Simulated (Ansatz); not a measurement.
The system is CuO2.

```
Cu O
1.0
     1.41261   -5.21075    0.00000
     1.41261    5.21075    0.00000
     0.00000    0.00000    4.34342
Cu O
2 4
Cartesian
  1.4126 3.4677 3.2576
  1.4126 -3.4677 1.0859
  1.4126 -3.0115 3.2576
  1.4126 3.0115 1.0859
  1.4126 -0.5366 3.2576
  1.4126 0.5366 1.0859
```

The cell comes from a database or a generator and needn't be the stable form of this composition.

Base run:

| Property | Result |
| --- | --- |
| Program | Ansatz 0.2.0 |
| Functional | PBEsol |
| Potentials or basis | Ansatz PAW |
| Cutoff | 420 eV |
| Density cutoff | 1680 eV |
| k mesh | 10 × 10 × 6 |
| Occupations | fermi-dirac, width 0.05 eV |
| Spin | no spin polarisation |

Its results: band gap on the k mesh none (metal or under the smearing width); pressure -8.7 GPa; largest force 0.517 eV/Å.

Task: After a change of settings the same cell gave: band gap on the k mesh none (metal or under the smearing width); pressure -1.7 GPa; largest force 0.249 eV/Å. Which change was it?
A. functional from PBEsol to PBE
B. k mesh from 10 × 10 × 6 to 8 × 8 × 6
C. functional from PBEsol to LDA
D. functional from PBEsol to r2SCAN; cutoff from 420 eV to 500 eV; density cutoff from 1680 eV to 2000 eV

Result: A.

PBE binds less tightly than PBEsol, so the same cell stands under more pressure.

Caveats: the run has no spin polarisation, though such a crystal can be magnetic; semilocal functionals often make such compounds metallic where correlation or magnetic order opens a gap, which also shifts bond lengths; the PAW data sets come from PBE, with cores solved anew for the run's functional, which leaves a small shift of forces and pressure (some runs).

Not every run made on this cell is shown here.
